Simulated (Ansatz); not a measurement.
# SiC (3C silicon carbide): the cost of one run

Program: Ansatz 0.2.0. Level of theory: DFT LDA, scalar-relativistic, plane waves, PAW. These are calculated values, not measurements.

**1. The system as given**

Symmetry: F-43m, No. 216, cubic system. The conventional cell has a = 4.359 Å, b = 4.359 Å, c = 4.359 Å, α = 90.00°, β = 90.00°, γ = 90.00°. Si (site symmetry -43m) is surrounded by 4 C at 1.89 Å. Around C (site symmetry -43m) lie 4 Si at 1.89 Å.

Coordinates:

```cif
data_structure
_symmetry_space_group_name_H-M 'P 1'
_symmetry_Int_Tables_number 1
_cell_length_a 3.0800
_cell_length_b 3.0800
_cell_length_c 7.5600
_cell_angle_alpha 90.000
_cell_angle_beta 90.000
_cell_angle_gamma 120.000
_cell_volume 62.11
loop_
_atom_site_label
_atom_site_type_symbol
_atom_site_fract_x
_atom_site_fract_y
_atom_site_fract_z
_atom_site_occupancy
Si1 Si 0.00000 0.00000 0.00000 1
C1 C 0.00000 0.00000 0.25000 1
Si2 Si 0.33333 0.66667 0.33333 1
C2 C 0.33333 0.66667 0.58333 1
Si3 Si 0.66667 0.33333 0.66667 1
C3 C 0.66667 0.33333 0.91667 1
```

**2. Relaxing cell and atoms: SiC (3C silicon carbide), no spin**

Input file input.yaml:

```yaml
crystal:
  lattice:
    - [3.08, 0.0, 0.0]
    - [-1.54, 2.6673582437, 0.0]
    - [0.0, 0.0, 7.56]
  atoms:
    - { symbol: Si, position: [0.0, 0.0, 0.0] }
    - { symbol: C, position: [0.0, 0.0, 0.25] }
    - { symbol: Si, position: [0.3333333333, 0.6666666667, 0.3333333333] }
    - { symbol: C, position: [0.3333333333, 0.6666666667, 0.5833333333] }
    - { symbol: Si, position: [0.6666666667, 0.3333333333, 0.6666666667] }
    - { symbol: C, position: [0.6666666667, 0.3333333333, 0.9166666667] }
scf:
  occupations: { method: fixed }
output:
  forces: true
  stress: true
  eigenvalues: true
  write_density: true
  write_potential: true
  elf: true
  volumetric_format: npy
hamiltonian:
  xc: lda
kpoints:
  mp_grid: { grid: [8, 8, 4] }
basis:
  ecutwfc: 500
relax:
  f_tol: 0.002
  max_steps: 60
  cell: { stress_tol: 0.02 }
```

Command:

```
$ ansatz run input.yaml --threads 8 --pin off --max-ram 16384MiB --backend cpu --events-out ev --progress --plain --runs-dir out
```

**Question.** How long does this run take on 8 threads of Intel Xeon Gold 6455B (Sapphire Rapids), shared host, and how much memory does it need?

About 2.3 s, with a peak of 0.44 GiB.
